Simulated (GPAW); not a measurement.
The system is LiY3.

```
CELL_PARAMETERS angstrom
-2.36719 2.36719 5.32664
2.36719 -2.36719 5.32664
2.36719 2.36719 -5.32664
ATOMIC_POSITIONS crystal
Y 0.50000 0.50000 0.00000
Y 0.25000 0.75000 0.50000
Y 0.75000 0.25000 0.50000
Li 0.00000 0.00000 0.00000
```

The cell comes from a database or a generator and needn't be the stable form of this composition.

Base run:

```yaml
Program: GPAW 26.7.0
Functional: PBE
Potentials_or_basis: GPAW PAW data sets (gpaw-data 1.2.1)
Cutoff: 800 eV
Basis: pw
k_mesh: 6 × 6 × 6
Occupations: fermi-dirac, width 0.05 eV
Spin: no spin polarisation
Hubbard_terms: Y d U = 4 eV
```

Its results: band gap on the k mesh none (metal or under the smearing width); pressure 7.0 GPa.

Q: The run is repeated on the same cell with these changes: hubbard terms from Y d U = 4 eV to Y d U = 3 eV. What comes out?

A: Band gap on the k mesh none (metal or under the smearing width); pressure 5.1 GPa.

Caveats: U without spin polarisation on a metal has little footing; the U is typed as a test and isn't derived for this compound.

Not every run made on this cell is shown here.
